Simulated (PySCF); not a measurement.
# TlO+: bond curves at several levels of theory

An exercise on one series of results from a longer session: the logs are not shown, and one member is left open.

Computed with PySCF 2.14.0. Level: Tl cc-pVDZ-PP with ECP60, O cc-pVDZ, scalar-relativistic core potentials.

The first run:

The job is set up so:

| Property | Result |
| --- | --- |
| atoms | Tl, O |
| charge | 1 |
| basis | Tl cc-pVDZ-PP with ECP60, O cc-pVDZ |
| Hamiltonian | scalar-relativistic core potentials |
| basis functions | 37 |
| electrons treated | 28 |
| masses in u | 204.9744, 15.9949 |
| levels | PBE0, PBE, r²SCAN, PBEsol, M06-2X, B3LYP, HSE06, HF, MP2, SCS-MP2, CCSD, CCSD(T) |
| grid | 80 radial by 434 angular points |
| occupations | held fixed by the projection of orbital angular momentum |
| dissociation limit | Tl+ + O, each in its ground configuration |
| starting distance in angstrom | 2.130 |
| values of 2S to try | 0, 2 |

The run is started by

```bash
OMP_NUM_THREADS=1 python dia.py task.json out
```

Among the steps run: The job; PBE0 along the bond; Excited determinants; PBE; r²SCAN; PBEsol; M06-2X; B3LYP (global hybrid GGA); HSE06 (range-separated hybrid); UHF (mean field); Correlated methods on the Hartree–Fock reference.

One of the session's tables, all rows but one given; the rest of the session is left out.

Energy (eV) from each level's lowest point:

```
R (Å)    UHF  UHF-MP2  UHF-SCS-MP2  UHF-CCSD  UHF-CCSD(T)
2.568  0.269    0.201        0.213       n/a          n/a
2.687  0.149    0.099        0.107     0.103        0.096
2.807  0.076    0.041        0.046     0.043        0.039
2.896  0.041    0.017        0.020     0.018        0.015
2.986      ?        ?            ?         ?            ?
3.076  0.007    0.000        0.000     0.000        0.000
3.195  0.000    0.003        0.002     0.003        0.004
3.344  0.002    0.016        0.013     0.015        0.018
3.523  0.013    0.037        0.034     0.037        0.042
3.762  0.035    0.070        0.066       n/a          n/a
```

Q: Estimate the row for R (Å) = 2.986 from the others.

Worked estimate for «UHF». A straight line through the neighbours (2.896, 0.041) and (3.076, 0.007) gives 0.041 + (0.007 − 0.041) × (2.986 − 2.896) / (3.076 − 2.896) = 0.024; a parabola fitted to 4 rows on both sides gives 0.020.

As computed: UHF: 0.020; UHF-MP2: 0.004; UHF-SCS-MP2: 0.006; UHF-CCSD: 0.005; UHF-CCSD(T): 0.004. In «UHF» the line misses by +0.004 and the parabola by 0.000.
